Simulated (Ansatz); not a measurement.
# CsB3N3: the cost of one run

Method: DFT PBE, scalar-relativistic, plane waves, PAW, in Ansatz 0.2.0.

### Step 1. The starting structure

Symmetry: P-62m, No. 189, hexagonal system. The conventional cell has a = 4.369 Å, b = 4.369 Å, c = 9.624 Å, α = 90.00°, β = 90.00°, γ = 120.00°. Around Cs (site symmetry -62m) lie 6 Cs at 4.37 Å. Around B (site symmetry -6) lie 3 N at 1.46 Å. Around B (site symmetry -62m) lie 3 N at 1.46 Å. Around N (site symmetry m2m) lie 3 B at 1.46 Å.

As a file:

```cif
data_structure
_symmetry_space_group_name_H-M 'P 1'
_symmetry_Int_Tables_number 1
_cell_length_a 4.3688
_cell_length_b 4.3688
_cell_length_c 9.6236
_cell_angle_alpha 90.000
_cell_angle_beta 90.000
_cell_angle_gamma 120.000
_cell_volume 159.07
loop_
_atom_site_label
_atom_site_type_symbol
_atom_site_fract_x
_atom_site_fract_y
_atom_site_fract_z
_atom_site_occupancy
Cs1 Cs 0.00000 0.00000 0.50000 1
B1 B 0.33333 0.66667 0.00000 1
B2 B 0.66667 0.33333 0.00000 1
B3 B 0.00000 0.00000 0.00000 1
N1 N 0.33328 0.00000 0.00000 1
N2 N 0.00000 0.33328 0.00000 1
N3 N 0.66672 0.66672 0.00000 1
```

The start is the relaxed end of an invented cell (made as: random cell by space group and Wyckoff sites (P-62m, No. 189)), taken up again for a closer look.

### Step 2. Probe: one point on a coarse mesh

input.yaml

```yaml
crystal:
  lattice:
    - [4.3687681, 0.0, 0.0]
    - [-2.1843841, 3.7834642, 0.0]
    - [0.0, 0.0, 9.6235864]
  atoms:
    - { symbol: Cs, position: [0.0, 0.0, 0.5] }
    - { symbol: B, position: [0.3333333, 0.6666667, 0.0] }
    - { symbol: B, position: [0.6666667, 0.3333333, 0.0] }
    - { symbol: B, position: [0.0, 0.0, 0.0] }
    - { symbol: "N", position: [0.333281, 0.0, 0.0] }
    - { symbol: "N", position: [0.0, 0.333281, 0.0] }
    - { symbol: "N", position: [0.666719, 0.666719, 0.0] }
basis:
  ecutwfc: 420
kpoints:
  mp_grid: { grid: [6, 6, 2] }
hamiltonian:
  xc: pbe
scf:
  occupations: { method: gaussian, width: 0.1 }
  lower_state_search: "off"
output:
  forces: true
  stress: true
  eigenvalues: true
```

Started as:

```bash
$ ansatz run input.yaml --threads 4 --pin off --max-ram 8192MiB --backend cpu --events-out ev --progress --plain --runs-dir out
```

**Question.** How long does this run take on 4 threads of Arm Neoverse V2, shared host, and how much memory does it need?

About 1.9 s, with a peak of 0.41 GiB.
